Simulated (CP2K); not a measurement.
# HPbNO4 (P1) in CP2K: settings compared, part 3 of 3

CP2K 2026.2. Earlier steps stand in the parts before.

## 5. Relaxation of cell and atoms, PBE+D3(BJ)

Input file hpbno4_vcrelax.inp:

```
&GLOBAL
  PROJECT hpbno4_vcrelax
  RUN_TYPE CELL_OPT
  PRINT_LEVEL LOW
&END GLOBAL
&FORCE_EVAL
  METHOD QS
  STRESS_TENSOR ANALYTICAL
  &DFT
    BASIS_SET_FILE_NAME BASIS_MOLOPT_UZH
    POTENTIAL_FILE_NAME POTENTIAL_UZH
    &MGRID
      CUTOFF 600
      REL_CUTOFF 60
      NGRIDS 5
    &END MGRID
    &QS
      METHOD GPW
      EPS_DEFAULT 1.0E-9
      EXTRAPOLATION USE_PREV_P
    &END QS
    &KPOINTS
      SCHEME MONKHORST-PACK 5 4 4
      GAMMA_CENTERED T
    &END KPOINTS
    &SCF
      SCF_GUESS ATOMIC
      EPS_SCF 1.0E-6
      MAX_SCF 100
      ADDED_MOS 20
      CHOLESKY OFF
      EPS_EIGVAL 1.0E-7
      &DIAGONALIZATION ON
        ALGORITHM STANDARD
      &END DIAGONALIZATION
      &MIXING ON
        METHOD BROYDEN_MIXING
        ALPHA 0.4
        BETA 1.5
        NBUFFER 8
      &END MIXING
      &SMEAR ON
        METHOD FERMI_DIRAC
        ELECTRONIC_TEMPERATURE [K] 580.226
      &END SMEAR
    &END SCF
    &XC
      &XC_FUNCTIONAL PBE
      &END XC_FUNCTIONAL
      &VDW_POTENTIAL
        POTENTIAL_TYPE PAIR_POTENTIAL
        &PAIR_POTENTIAL
          TYPE DFTD3(BJ)
          REFERENCE_FUNCTIONAL PBE
          PARAMETER_FILE_NAME dftd3.dat
          R_CUTOFF 20
        &END PAIR_POTENTIAL
      &END VDW_POTENTIAL
    &END XC
    &PRINT
      &KPOINTS ON
      &END KPOINTS
      &MULLIKEN ON
        &EACH
          CELL_OPT 0
        &END EACH
        ADD_LAST NUMERIC
      &END MULLIKEN
      &MO ON
        ENERGIES T
        OCCUPATION_NUMBERS T
        &EACH
          QS_SCF 0
          CELL_OPT 0
        &END EACH
        ADD_LAST NUMERIC
      &END MO
      &LOWDIN ON
        &EACH
          CELL_OPT 0
        &END EACH
        ADD_LAST NUMERIC
      &END LOWDIN
      &HIRSHFELD ON
        SHAPE_FUNCTION DENSITY
        &EACH
          CELL_OPT 0
        &END EACH
        ADD_LAST NUMERIC
      &END HIRSHFELD
    &END PRINT
  &END DFT
  &SUBSYS
    &CELL
      A 3.8577760279 0.0000000000 0.0000000000
      B -0.0430295741 5.5350606140 0.0000000000
      C -0.4197317742 -1.7353810959 5.7861846387
      PERIODIC XYZ
    &END CELL
    &COORD
      SCALED
      H   0.1091300000 0.6571800000 0.5446300000
      Pb  0.6102900000 0.5212700000 0.1510000000
      N   0.9158000000 0.9626300000 0.9586700000
      O   0.0138400000 0.1363900000 0.8808400000
      O   0.7239800000 0.0105700000 0.1285800000
      O   0.0038900000 0.7373200000 0.8704300000
      O   0.1192700000 0.5932400000 0.3765100000
    &END COORD
    &KIND H
      BASIS_SET DZVP-MOLOPT-PBE-GTH-q1
      POTENTIAL GTH-PBE-q1
    &END KIND
    &KIND Pb
      BASIS_SET DZVP-MOLOPT-PBE-GTH-q4
      POTENTIAL GTH-PBE-q4
    &END KIND
    &KIND N
      BASIS_SET DZVP-MOLOPT-PBE-GTH-q5
      POTENTIAL GTH-PBE-q5
    &END KIND
    &KIND O
      BASIS_SET DZVP-MOLOPT-PBE-GTH-q6
      POTENTIAL GTH-PBE-q6
    &END KIND
    &PRINT
      &ATOMIC_COORDINATES ON
      &END ATOMIC_COORDINATES
      &CELL ON
      &END CELL
    &END PRINT
  &END SUBSYS
  &PRINT
    &FORCES ON
    &END FORCES
    &STRESS_TENSOR ON
    &END STRESS_TENSOR
  &END PRINT
&END FORCE_EVAL
&MOTION
  &CELL_OPT
    OPTIMIZER BFGS
    MAX_ITER 40
    MAX_FORCE [eV*angstrom^-1] 0.05
    RMS_FORCE [eV*angstrom^-1] 0.05
    MAX_DR 1.0E-2
    RMS_DR 1.0E-2
    EXTERNAL_PRESSURE [bar] 0.0
    PRESSURE_TOLERANCE [bar] 500
    KEEP_ANGLES T
  &END CELL_OPT
  &PRINT
    &TRAJECTORY ON
    &END TRAJECTORY
    &CELL ON
    &END CELL
    &FORCES ON
    &END FORCES
    &STRESS ON
    &END STRESS
    &RESTART OFF
    &END RESTART
    &RESTART_HISTORY OFF
    &END RESTART_HISTORY
  &END PRINT
&END MOTION
```

Potentials or basis: POTENTIAL_UZH H GTH-PBE-q1, Pb GTH-PBE-q4, N GTH-PBE-q5, O GTH-PBE-q6; DZVP-MOLOPT-PBE-GTH basis.

Launch:

```
$ OMP_NUM_THREADS=4 cp2k.psmp -i hpbno4_vcrelax.inp -o hpbno4_vcrelax.out
```

Run time: 6.9 min. Hardware: 4 threads of Arm Neoverse N1, shared host; peak memory 0.54 GiB.

The run converged. Its results:

```yaml
Free_energy: -2125.9102 eV
Relaxed_volume: 17.30 Å³/atom
Relaxed_cell: a = 3.846 Å, b = 5.508 Å, c = 5.982 Å, α = 106.62°, β = 93.97°, γ = 90.45°
Space_group_after_relaxing_to_0.05_Å: P1 (No. 1)
Energy_gained_by_relaxing: 3.9 meV/atom
Ionic_steps: 20
Pressure_after_relaxing: 0.0 GPa
Band_gap_on_the_k_mesh: 2.95 eV, direct
Mulliken_charges: H +0.31; Pb +1.29; N +0.39; O -0.33, -0.39, -0.40, -0.87 e
Hirshfeld_charges: H +0.08; Pb +0.55; N +0.24; O -0.17, -0.16, -0.36 e
```

Stress tensor (GPa, compression positive):
```
 0.17  0.07 -0.41
 0.07  0.07 -0.01
-0.41 -0.01 -0.19
```

Step by step:
```tsv
step	energy change (eV)	largest force (eV/Å)	volume (Å³)
1	0.0000	0.8877	123.55
2	-0.0149	0.2594	123.71
3	-0.0172	0.1491	123.77
4	-0.0179	0.1270	123.77
5	-0.0198	0.1751	123.71
6	-0.0209	0.1457	123.61
7	-0.0219	0.0905	123.44
8	-0.0227	0.0946	123.25
9	-0.0236	0.1325	122.97
10	-0.0243	0.1364	122.69
11	-0.0249	0.0902	122.43
12	-0.0253	0.0786	122.22
13	-0.0257	0.0617	122.01
14	-0.0260	0.0549	121.85
15	-0.0262	0.0650	121.70
16	-0.0264	0.0778	121.55
17	-0.0268	0.0795	121.36
18	-0.0270	0.0727	121.19
19	-0.0272	0.0559	121.10
20	-0.0275	0.0559	121.10
```

Final structure:
```yaml
crystal:
  lattice:
    - [3.84642, 0.00000, 0.00000]
    - [-0.04282, 5.50823, 0.00000]
    - [-0.41461, -1.71422, 5.71563]
  atoms:
    - { symbol: H, position: [0.10558, 0.65936, 0.55062] }
    - { symbol: Pb, position: [0.59301, 0.51893, 0.14795] }
    - { symbol: N, position: [0.91594, 0.96075, 0.95682] }
    - { symbol: O, position: [0.01762, 0.13567, 0.87657] }
    - { symbol: O, position: [0.72187, 0.01103, 0.13032] }
    - { symbol: O, position: [0.00255, 0.73110, 0.86714] }
    - { symbol: O, position: [0.11283, 0.59348, 0.37888] }
```

Levels at points of the mesh, in eV from the valence-band top:
| k point | band 15 | band 16 | band 17 | band 18 | band 19 | band 20 |
| --- | --- | --- | --- | --- | --- | --- |
| (0.00, 0.00, 0.00) | -1.54 | -0.68 | -0.56 | 3.20 | 4.39 | 5.86 |
| (0.00, 0.00, 0.50) | -1.27 | -0.76 | -0.49 | 3.08 | 3.71 | 5.84 |
| (0.00, 0.50, 0.00) | -1.14 | -0.88 | -0.71 | 3.27 | 4.30 | 4.69 |
| (0.00, 0.50, 0.50) | -1.02 | -0.83 | -0.69 | 3.23 | 4.00 | 4.67 |

Caveat: the forces don't sum to zero, a sign of grid noise; Mulliken charges move with the basis; spin-orbit coupling is left out, which as a rule narrows the gap of such compounds by several tenths of an eV; an odd mesh through Γ misses points on the zone boundary, where band edges often lie; the basis of atomic orbitals isn't converged, which shifts pressures, moduli and gaps.

## 6. For comparison

An earlier run on the cell as given: functional PBE; potentials or basis POTENTIAL_UZH H GTH-PBE-q1, Pb GTH-PBE-q4, N GTH-PBE-q5, O GTH-PBE-q6; TZVP-MOLOPT-PBE-GTH basis; density cutoff 8163 eV; k mesh 7 × 5 × 5; occupations fermi-dirac, width 0.05 eV; no spin polarisation.

- Pressure: 1.4 GPa
- Band gap on the k mesh: 3.12 eV, indirect (least direct gap 3.19 eV)
- Mulliken charges: H +0.38; Pb +1.36; N +0.84; O -0.48, -0.57, -0.96 e

## 7. Summary

| task | level | potentials or basis | cell | k mesh | smearing | EPS_DEFAULT | EXTRAPOLATION | optimiser | most steps | KEEP_ANGLES | gap on the mesh (eV) | pressure (GPa) | relaxed volume (Å³/atom) |
| --- | --- | --- | --- | --- | --- | --- | --- | --- | --- | --- | --- | --- | --- |
| relaxation of cell and atoms | PBE | POTENTIAL_UZH H GTH-PBE-q1, Pb GTH-PBE-q4, N GTH-PBE-q5, O GTH-PBE-q6; DZVP-MOLOPT-PBE-GTH basis | relaxed | 5 × 4 × 4 | fermi-dirac 0.05 eV | 1.0E-9 | USE_PREV_P | BFGS | 40 | yes | 3.01 | 0.0 | 17.84 |
| atomic charges | PBE | POTENTIAL_UZH H GTH-PBE-q1, Pb GTH-PBE-q4, N GTH-PBE-q5, O GTH-PBE-q6; TZVP-MOLOPT-PBE-GTH basis | as given | 7 × 5 × 5 | fermi-dirac 0.01 eV | 1.0E-9 | - | - | - | - | 3.12 | 1.4 | - |
| electron localisation function | PBE | POTENTIAL_UZH H GTH-PBE-q1, Pb GTH-PBE-q4, N GTH-PBE-q5, O GTH-PBE-q6; TZVP-MOLOPT-PBE-GTH basis | as given | 7 × 5 × 5 | fermi-dirac 0.0259 eV | 1.0E-10 | - | - | - | - | 3.12 | 1.4 | - |
| relaxation of cell and atoms | PBE+D3(BJ) | POTENTIAL_UZH H GTH-PBE-q1, Pb GTH-PBE-q4, N GTH-PBE-q5, O GTH-PBE-q6; DZVP-MOLOPT-PBE-GTH basis | relaxed | 5 × 4 × 4 | fermi-dirac 0.05 eV | 1.0E-9 | USE_PREV_P | BFGS | 40 | yes | 2.95 | 0.0 | 17.30 |

Alike in all rows: no spin polarisation.

Caveats: spin-orbit coupling is left out, which as a rule narrows the gap of such compounds by several tenths of an eV; an odd mesh through Γ misses points on the zone boundary, where band edges often lie; the basis of atomic orbitals isn't converged, which shifts pressures, moduli and gaps; the forces don't sum to zero, a sign of grid noise (some runs).

Total energies depend on the potentials used, so only differences within one code and one set of settings carry meaning.
